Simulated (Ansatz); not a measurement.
# BrH5O2Si2: up Jacob's ladder to CCSD(T)

One table from this session's results is given with a row withheld; the runs are named, their logs left out.

Method: functionals in def2-TZVPP, the program's frozen cores in correlated methods; program: Ansatz 0.2.0, Gaussian basis.

The runs, in order: LDA (SPW92), PBE-D4, revPBE-D4, BLYP-D4, r2SCAN-D4, B97M-V, PBE0-D4, B3LYP-D4, r2SCANh-D4, r2SCAN0-D4, HSE06-D4, BHLYP-D4, CAM-B3LYP-D4, LC-ωPBE, ωB97X-V, ωB97M-V, B2PLYP, PBE-QIDH; CCSD(T)/def2-SVP; CCSD(T)/def2-TZVPP; MP2/def2-QZVPP; extrapolation to the limit; RPA on PBE.

### Structure used throughout

All runs share one geometry, relaxed beforehand with PBE0-D4 in a triple-zeta def2 set.

SMILES `O[Si](O)([SiH3])Br`, 10 atoms, charge 0, spin multiplicity 1.

Atoms are counted from 1 here; the program's logs count them from 0.

Bond lengths: O1–Si2 1.627 Å, O1–H6 0.960 Å, Si2–O3 1.638 Å, Si2–Si4 2.331 Å, Si2–Br5 2.247 Å, O3–H7 0.959 Å, Si4–H8 1.487 Å, Si4–H9 1.485 Å, Si4–H10 1.486 Å. Angles: Si2–O1–H6 118.3°, O1–Si2–O3 108.8°, O1–Si2–Si4 107.7°, O1–Si2–Br5 111.0°, O3–Si2–Si4 115.0°, O3–Si2–Br5 106.4°, Si4–Si2–Br5 108.1°, Si2–O3–H7 117.5°, Si2–Si4–H8 108.2°, Si2–Si4–H9 109.7°, Si2–Si4–H10 110.4°, H8–Si4–H9 109.4°, H8–Si4–H10 109.3°, H9–Si4–H10 109.8°.

The first run:

Contents of in.yaml:

```yaml
crystal:
  periodic: [false, false, false]
  atoms:
    - {symbol: O, position_ang: [-0.660928, 1.461105, 1.111304]}
    - {symbol: Si, position_ang: [-0.349670, 0.521439, -0.180127]}
    - {symbol: O, position_ang: [0.502199, 1.394273, -1.273395]}
    - {symbol: Si, position_ang: [0.715235, -1.406155, 0.585037]}
    - {symbol: Br, position_ang: [-2.251667, -0.094060, -1.205323]}
    - {symbol: H, position_ang: [-1.044622, 2.328598, 0.962124]}
    - {symbol: H, position_ang: [0.354110, 1.206357, -2.201946]}
    - {symbol: H, position_ang: [1.006560, -2.272860, -0.587155]}
    - {symbol: H, position_ang: [-0.177424, -2.130450, 1.524931]}
    - {symbol: H, position_ang: [1.989406, -1.059346, 1.267448]}
basis:
  gaussian: {orbitals: def2-TZVPP}
hamiltonian: {xc: lda}
output: {orbitals: {seedname: orbitals}}
```

The run is started by

```console
$ ansatz run in.yaml --threads 4 --pin off --events-out ev --progress --plain --max-ram 10444MiB
```

Steps of the session up to this table: LDA; PBE-D4 (GGA); revPBE-D4 (GGA); BLYP-D4 (GGA); r2SCAN-D4 (meta-GGA); B97M-V (meta-GGA); PBE0-D4 (hybrid); B3LYP-D4 (hybrid); r2SCANh-D4 (hybrid); r2SCAN0-D4 (hybrid); HSE06-D4 (hybrid); BHLYP-D4 (hybrid); CAM-B3LYP-D4 (range-separated); LC-ωPBE (range-separated); ωB97X-V (range-separated); ωB97M-V (range-separated); B2PLYP (double hybrid); PBE-QIDH (double hybrid).

One table of the session follows, with a row left open; its other results are not shown here.

It belongs to the step «Frontier levels by functional». 

| functional | HOMO (eV) | gap (eV) |
| --- | --- | --- |
| LDA (SPW92) | -7.07 | 5.95 |
| PBE-D4 | -6.94 | 6.02 |
| revPBE-D4 | -6.88 | 6.06 |
| BLYP-D4 | -6.80 | 6.05 |
| r2SCAN-D4 | -7.23 | 6.60 |
| B97M-V | -7.33 | 6.53 |
| PBE0-D4 | -8.14 | 8.08 |
| B3LYP-D4 | -7.93 | 7.69 |
| r2SCANh-D4 | -7.67 | 7.34 |
| r2SCAN0-D4 | -8.33 | 8.44 |
| HSE06-D4 | -7.74 | 7.31 |
| BHLYP-D4 | -9.23 | 10.11 |
| CAM-B3LYP-D4 | -9.43 | 10.44 |
| LC-ωPBE | -10.72 | 12.85 |
| ωB97X-V | ? | ? |
| ωB97M-V | -10.20 | 11.92 |

**Question.** Estimate the row for ωB97X-V.

As computed: HOMO (eV): -10.40; gap (eV): 12.42. In the column «HOMO (eV)» it lies between LC-ωPBE (-10.72) and ωB97M-V (-10.20).
